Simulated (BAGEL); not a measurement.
# CuF (fluorocopper): RI-MP2/def2-TZVPP (density fitting with qzvpp-jkfit)

What is the energy change on altering one bond length of CuF (fluorocopper) at RI-MP2/def2-TZVPP (density fitting with qzvpp-jkfit)? 

The results are computed with BAGEL 1.2.2.

6 further runs of the same task are left out: 2 that didn't finish, 4 set aside as unsound or not needed.

## Step 1: The system as given

CuF has 2 atoms, charge 0, and is taken as a singlet. As SMILES, `[F][Cu]`. The shape is that of a PBE0-D4/def2-TZVP optimisation.

Bond lengths: F1–Cu2 1.765 Å.

## Step 2: A single-point energy at RI-MP2/def2-TZVPP (density fitting with qzvpp-jkfit)

calc.json reads:

```json
{ "bagel" : [

{
  "title" : "molecule",
  "basis" : "tzvpp",
  "df_basis" : "qzvpp-jkfit",
  "angstrom" : "true",
  "geometry" : [
    { "atom" : "F", "xyz" : [       0.751010,      -0.268940,       0.377080 ] },
    { "atom" : "Cu", "xyz" : [      -0.751010,       0.268940,      -0.377080 ] }
  ]
},

{ "title" : "hf" },

{ "title" : "mp2", "ncore" : 6 }

]}
```

Run with:

```console
$ BAGEL_NUM_THREADS=1 BAGEL calc.json > calc.out
```

What it wrote:

```text
* using 1 threads per process

  ===============================================================
  ===============================================================

  *** Geometry ***

  { "atom" : "F", "xyz" : [      1.419203,     -0.508223,      0.712578 ] },
  { "atom" : "Cu", "xyz" : [     -1.419203,      0.508223,     -0.712578 ] },

  Number of auxiliary basis functions:      341

  Since a DF basis is specified, we compute 2- and 3-index integrals:
    o Being stored without compression. Storage requirement is 0.025 GB

  Number of basis functions:       95
  Number of electrons      :       38

    * METHOD: MOLECULE                             0.14

  *** RHF ***

  === Nuclear Repulsion ===
    78.2659449351

      * DIIS with orbital gradients will be used.

  === RHF iteration (tzvpp) ===
      0      -1737.60343372          0.05064806           0.05
      1      -1733.03072074          0.14157902           0.05
      2      -1738.38600378          0.00927444           0.05
      3      -1738.41217882          0.00373334           0.05
      4      -1738.41714063          0.00045314           0.05
      5      -1738.41739711          0.00019303           0.04
      6      -1738.41745911          0.00006832           0.05
      7      -1738.41746852          0.00004532           0.05
      8      -1738.41747002          0.00002272           0.05
      9      -1738.41747157          0.00001360           0.05
     10      -1738.41747219          0.00000691           0.06
     11      -1738.41747228          0.00000280           0.05
     12      -1738.41747229          0.00000074           0.05
     13      -1738.41747230          0.00000023           0.05
     14      -1738.41747230          0.00000017           0.05
     15      -1738.41747230          0.00000007           0.05
     16      -1738.41747230          0.00000002           0.05
     17      -1738.41747230          0.00000001           0.05
     18      -1738.41747230          0.00000000           0.05
    * SCF iteration converged.

    * Permanent dipole moment:
           (    2.134828,    -0.764491,     1.071891) a.u.

    * METHOD: HF                                   1.20

  *** RHF ***

  === Nuclear Repulsion ===
    78.2659449351

      * DIIS with orbital gradients will be used.

  === RHF iteration (tzvpp) ===
      0      -1738.41747230          0.00000000           0.05
    * SCF iteration converged.

    * Permanent dipole moment:
           (    2.134828,    -0.764491,     1.071891) a.u.

  === DF-MP2 calculation ===

    * freezing 6 orbitals
    * 3-index integral transformation done
    * assembly done

      MP2 correlation energy:   -1.1066014863      0.05

      MP2 total energy:       -1739.5240737822

    * METHOD: MP2                                  0.15

  ===============================================================
```

Run time: 1.8 s. Hardware: 1 thread of Arm Neoverse V2, shared host.

## Step 3: The distorted shape, same level

calc.json reads:

```json
{ "bagel": [

{
  "title": "molecule",
  "basis": "tzvpp",
  "df_basis": "qzvpp-jkfit",
  "angstrom": "true",
  "geometry": [
    { "atom": "F", "xyz": [    1.501988,   -0.537869,    0.754144 ] },
    { "atom": "Cu", "xyz": [   -0.751010,    0.268940,   -0.377080 ] }
  ]
},
{
  "title": "hf",
  "charge": 0
},
{
  "title": "mp2",
  "charge": 0,
  "ncore": 6
}

]}
```

Run with:

```console
$ BAGEL_NUM_THREADS=1 BAGEL calc.json > calc.out
```

What it wrote:

```text
* using 1 threads per process

  ===============================================================
  ===============================================================

  *** Geometry ***

  { "atom" : "F", "xyz" : [      2.838346,     -1.016425,      1.425126 ] },
  { "atom" : "Cu", "xyz" : [     -1.419203,      0.508223,     -0.712578 ] },

  Number of auxiliary basis functions:      341

  Since a DF basis is specified, we compute 2- and 3-index integrals:
    o Being stored without compression. Storage requirement is 0.025 GB

  Number of basis functions:       95
  Number of electrons      :       38

    * METHOD: MOLECULE                             0.13

  *** RHF ***

  === Nuclear Repulsion ===
    52.1780343879

      * DIIS with orbital gradients will be used.

  === RHF iteration (tzvpp) ===
      0      -1737.49949851          0.05116819           0.04
      1      -1736.11713857          0.09498918           0.04
      2      -1738.33498739          0.00603568           0.04
      3      -1738.34793946          0.00287935           0.05
      4      -1738.35102909          0.00022354           0.05
      5      -1738.35113414          0.00008702           0.05
      6      -1738.35115500          0.00003685           0.05
      7      -1738.35115934          0.00001311           0.05
      8      -1738.35115987          0.00000565           0.05
      9      -1738.35115994          0.00000387           0.04
     10      -1738.35115996          0.00000154           0.04
     11      -1738.35115996          0.00000061           0.05
     12      -1738.35115996          0.00000025           0.06
     13      -1738.35115996          0.00000014           0.05
     14      -1738.35115996          0.00000005           0.05
     15      -1738.35115996          0.00000002           0.05
     16      -1738.35115996          0.00000001           0.05
     17      -1738.35115996          0.00000001           0.04
    * SCF iteration converged.

    * Permanent dipole moment:
           (    3.629784,    -1.299842,     1.822504) a.u.

    * METHOD: HF                                   1.07

  *** RHF ***

  === Nuclear Repulsion ===
    52.1780343879

      * DIIS with orbital gradients will be used.

  === RHF iteration (tzvpp) ===
      0      -1738.35115996          0.00000001           0.04
    * SCF iteration converged.

    * Permanent dipole moment:
           (    3.629784,    -1.299842,     1.822504) a.u.

  === DF-MP2 calculation ===

    * freezing 6 orbitals
    * 3-index integral transformation done
    * assembly done

      MP2 correlation energy:   -1.0872062902      0.04

      MP2 total energy:       -1739.4383662547

    * METHOD: MP2                                  0.12

  ===============================================================
```

Run time: 1.6 s. Hardware: 1 thread of Arm Neoverse V2, shared host.

## Step 4: Outcome

At RI-MP2/def2-TZVPP (density fitting with qzvpp-jkfit), 6 core orbitals frozen:

```
                                                          quantity           value
                                         first shape: total energy  -1739.52407 Eh
          first shape: correlation energy (6 core orbitals frozen)     -1106.6 mEh
                                     distorted shape: total energy  -1739.43837 Eh
      distorted shape: correlation energy (6 core orbitals frozen)     -1087.2 mEh
energy change with the F1–Cu2 bond stretched from 1.765 to 2.647 Å        2.332 eV
```

**Reading.** With the F1–Cu2 bond stretched from 1.765 to 2.647 Å the energy rises by 2.33 eV (54 kcal/mol). The first shape isn't relaxed at this level, so the change isn't measured from a minimum. A restricted reference can't describe the breaking bond well at this length.
